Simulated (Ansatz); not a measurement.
# Gallium, hcp under BLYP: from relaxation to bulk modulus

What does BLYP give for gallium in the hcp structure? We relax it, solve it on a dense k-mesh, then scale the cell to 7 volumes from 88 to 112 % of the relaxed one and try a fit of the equation of state. Spin polarisation is left out. The k-meshes are 12×12×7 for the relaxation; 19×19×11 for the dense run; 13×13×7 for the volumes.

Program: Ansatz 0.2.0. Level of theory: DFT BLYP, plane waves (420 eV) with PAW, scalar-relativistic; the PAW data stem from PBE, with regenerated cores. These are calculated values, not measurements.

## (1) Starting point

The structure is hexagonal, space group P6_3/mmc (No. 194). Conventional cell: a = 3.026 Å, b = 3.026 Å, c = 4.942 Å, α = 90.00°, β = 90.00°, γ = 120.00°. Around Ga (site symmetry -6m2) lie 12 Ga at 3.03 Å.

Coordinates:

```xyz
2
Lattice="3.0261 0.0000 0.0000 -1.5131 2.6207 0.0000 0.0000 0.0000 4.9417" Properties=species:S:1:pos:R:3 pbc="T T T"
Ga    0.0000    1.7471    1.2354
Ga    1.5131    0.8736    3.7062
```

## (2) Relaxing cell and atoms

File input.yaml:

```yaml
crystal:
  lattice:
    - [3.0261186087, 0.0, 0.0]
    - [-1.5130593044, 2.62069559, 0.0]
    - [0.0, 0.0, 4.941651688]
  atoms:
    - { symbol: Ga, position: [0.3333333333, 0.6666666667, 0.25] }
    - { symbol: Ga, position: [0.6666666667, 0.3333333333, 0.75] }
hamiltonian:
  xc: blyp
  pseudopotentials:
    kind: paw
    azcp:
      Ga: "pseudopotentials/Ga.paw.azcp"
basis:
  ecutwfc: 420
  fft_grid_basis: typed
kpoints:
  mp_grid: { grid: [12, 12, 7], shift: [0, 0, 0] }
magnetization:
  spin_polarized: false
scf:
  occupations: { method: fermi_dirac, width: 0.1 }
relax:
  max_steps: 60
  f_tol: 0.01
  cell: {}
```

After this run come: The energy on a finer k-mesh; At 88 % of the relaxed volume; At 92 % of the relaxed volume; At 96 % of the relaxed volume; At 100 % of the relaxed volume; At 104 % of the relaxed volume; At 108 % of the relaxed volume; At 112 % of the relaxed volume.

What does the calculation give? Wanted: space group; conventional cell; volume; shortest distance; gap on the mesh; relative to alpha-Ga; V₀, B₀, B₀′.

The runs gave:

| quantity | value |
| --- | --- |
| space group (spins left aside) | P6_3/mmc (No. 194) |
| conventional cell | a = 3.204 Å, c = 4.944 Å (c/a = 1.543) |
| volume | 21.975 Å³/atom |
| shortest distance | 3.087 Å |
| gap on the mesh | none (levels filled in part) |
| relative to alpha-Ga (Cmce) | +85 meV/atom |
| V₀, B₀, B₀′ | 22.031 Å³/atom, 29 GPa, 4.6 |

**Reading.** The relaxation enlarged the cell by 12.1 % in volume. It lies 85 meV/atom above the element's reference form at the same level (alpha-Ga (Cmce), from a run of its own). Levels at the Fermi energy are filled in part, as in a metal. The fitted modulus is 29 GPa; letting shape and positions relax at each volume could only lower it. The symmetry was held, so the structure may be unstable against distortions that break it.
